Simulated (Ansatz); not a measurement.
**SbH3S: functionals against CCSD(T) at one geometry**

One table from this session's results is given with a row withheld; the runs are named, their logs left out.

Method: single points in def2-TZVPP; program: Ansatz 0.2.0, Gaussian basis.

Correlated methods freeze the cores. Filled d shells of the heavier atoms are correlated. Core potentials replace the inner electrons past krypton, and spin-orbit coupling is left out.

## Where the work starts

SMILES `[SH][SbH2]`, 5 atoms, charge 0, spin multiplicity 1.

Atoms are counted from 1 here; the program's logs count them from 0.

Bond lengths: S1–Sb2 2.322 Å, S1–H3 1.352 Å, Sb2–H4 1.684 Å, Sb2–H5 1.649 Å. Angles: Sb2–S1–H3 99.7°, S1–Sb2–H4 94.1°, S1–Sb2–H5 94.4°, H4–Sb2–H5 89.9°.

As a file:

```
S     0.6798   -0.9140    0.8723
Sb   -0.3902    0.3307   -0.7706
H     0.4154   -2.1617    0.4222
H    -1.4167    1.1080    0.3154
H     0.6639    1.5959   -0.6768
```

The first run:

run/in.yaml reads:

```yaml
crystal:
  periodic: [false, false, false]
  atoms:
    - {symbol: S, position_ang: [0.679800, -0.914000, 0.872300]}
    - {symbol: Sb, position_ang: [-0.390200, 0.330700, -0.770600]}
    - {symbol: H, position_ang: [0.415400, -2.161700, 0.422200]}
    - {symbol: H, position_ang: [-1.416700, 1.108000, 0.315400]}
    - {symbol: H, position_ang: [0.663900, 1.595900, -0.676800]}
basis:
  gaussian: {orbitals: def2-TZVPP}
correlation: {method: ccsd_t}
output: {forces: true}
```

The command line of these runs was not kept.

Steps of the session up to this table: CCSD(T)/def2-TZVPP; PBE0-D4/def2-TZVPP; wB97M-V/def2-TZVPP; r2SCAN-D4/def2-TZVPP; PBE-D4/def2-TZVPP; SPW92/def2-TZVPP; BLYP-D4/def2-TZVPP.

One table of the session follows, with a row left open; its other results are not shown here.

```
   method  RMS force component (eV/Å)  angle to CCSD(T) forces (°)  dipole (D)
  CCSD(T)                       0.708                    reference        1.28
  PBE0-D4                           ?                            ?           ?
  wB97M-V                       0.677                          2.7        1.34
r2SCAN-D4                       0.748                          9.0        1.31
   PBE-D4                       0.853                         16.6        1.28
    SPW92                       0.702                         20.8        1.25
  BLYP-D4                       0.971                         14.3        1.35
```

Q: Estimate the row for PBE0-D4 from the others.

**Answer.** RMS force component (eV/Å): 0.713; angle to CCSD(T) forces (°): 8.8; dipole (D): 1.31. In the column «RMS force component (eV/Å)» it lies between CCSD(T) (0.708) and r2SCAN-D4 (0.748).
